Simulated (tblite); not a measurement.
# C4H10AlFO2: the cost of one run

Computed with tblite 0.8.0 and PySCF 2.14.0, with density-fitted response routines of our own, on a single molecule in the gas phase. Atoms count from 0, in the outputs and in this text.

### 1 Starting geometry

18 atoms, charge 0, multiplicity 1; geometry from: force field or distance geometry start.

Bonds of the start (Å): C0–C1 1.50, C1–O2 1.22, C1–C3 1.50, C3–F4 1.38, C3–O5 1.37, O5–C6 1.39, O5–Al7 1.82, C0–H8 1.12, C0–H9 1.11, C0–H10 1.14, C3–H11 1.14, C6–H12 1.11, C6–H13 1.13, C6–H14 1.10, Al7–H15 1.59, Al7–H16 1.61, Al7–H17 1.60.

### 2 Relaxing the molecule with GFN2-xTB

What the job is given:

```
{"job": {"kind": "relax", "xc": "GFN2-xTB", "basis": "xTB"}, "charge": 0, "multiplicity": 1}
C     -2.138300     1.017600    -0.066800
C     -1.610400    -0.039700    -0.987900
O     -2.257100    -0.482900    -1.917800
C     -0.232900    -0.588100    -0.752300
F      0.507000    -0.610300    -1.916300
O      0.420200    -0.054300     0.321200
C      0.654200    -1.074600     1.240600
Al     2.027500     0.731600    -0.013900
H     -1.572100     1.963000    -0.247100
H     -2.090100     0.694500     0.990700
H     -3.217400     1.264400    -0.327200
H     -0.363100    -1.694000    -0.499700
H     -0.334400    -1.476100     1.547900
H      1.267800    -1.849200     0.689200
H      1.270400    -0.747100     2.091700
H      1.897200     2.130600    -0.748800
H      2.721400     1.012500     1.414300
H      3.041300    -0.191500    -0.829500
```

Started as:

```sh
OMP_NUM_THREADS=1 python probes_run.py task.json out
```

One launch serves the whole session: the jobs run in the order shown.

Q: Estimate the wall time and peak memory of this first job on 1 thread of Arm Neoverse V1, shared host.

About 1.7 s, with a peak of 0.18 GiB.
